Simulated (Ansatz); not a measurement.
# H4HfO3S: the cost of one run

Program: Ansatz 0.2.0. Level of theory: RKS BLYP/def2-SVP. These are calculated values, not measurements.

## Step 1: Starting point

Bond lengths: Hf1–O2 2.616 Å, Hf1–S3 2.326 Å, Hf1–O5 1.863 Å, Hf1–O6 1.874 Å, O2–H7 0.961 Å, O5–H8 0.964 Å, O6–H9 0.961 Å. Angles: Hf1–O2–H7 149.0°, O2–Hf1–S3 71.8°, O2–Hf1–O5 89.3°, O2–Hf1–O6 116.2°, S3–Hf1–O5 104.6°, S3–Hf1–O6 121.5°, O5–Hf1–O6 131.9°, Hf1–O5–H8 113.7°, Hf1–O6–H9 128.4°.

As a file:

```xyz
9

Hf    0.1594   -0.4111    0.7228
O    -0.7285    0.4348   -1.5878
S     1.8415   -0.7147   -0.8553
H     0.4619    0.0092   -1.7445
O     0.3470    1.3591    1.2731
O    -0.7520   -1.8648    1.4761
H    -0.8635    1.1612   -2.2027
H     0.8012    1.9179    0.6316
H    -1.2669   -1.8916    2.2868
```

## Step 2: Pulling towards end A

Springs on the bonds that form and break draw the guess towards this end; the thresholds are loose.

The input, input.yaml:

```yaml
crystal:
  periodic: [false, false, false]
  atoms:
    - { symbol: Hf, position_ang: [0.1594, -0.4111, 0.7228] }
    - { symbol: O, position_ang: [-0.7285, 0.4348, -1.5878] }
    - { symbol: S, position_ang: [1.8415, -0.7147, -0.8553] }
    - { symbol: H, position_ang: [0.4619, 0.0092, -1.7445] }
    - { symbol: O, position_ang: [0.347, 1.3591, 1.2731] }
    - { symbol: O, position_ang: [-0.752, -1.8648, 1.4761] }
    - { symbol: H, position_ang: [-0.8635, 1.1612, -2.2027] }
    - { symbol: H, position_ang: [0.8012, 1.9179, 0.6316] }
    - { symbol: H, position_ang: [-1.2669, -1.8916, 2.2868] }
basis:
  gaussian: { orbitals: def2-SVP }
hamiltonian:
  xc: blyp
relax:
  f_tol: 0.15
  max_steps: 25
  restrain:
    - { distance: [3, 1], at: 2.27, k: 30.0 }
    - { distance: [0, 1], at: 2.41, k: 30.0 }
    - { distance: [3, 2], at: 1.36, k: 30.0 }
```

Run with:

```console
$ ansatz run input.yaml --threads 2 --pin off --max-ram 3072MiB --backend cpu --events-out ev --progress --plain --runs-dir out
```

What time and memory should one allow on 2 threads of Arm Neoverse V1, shared host?

About 37 s, with a peak of 0.16 GiB.
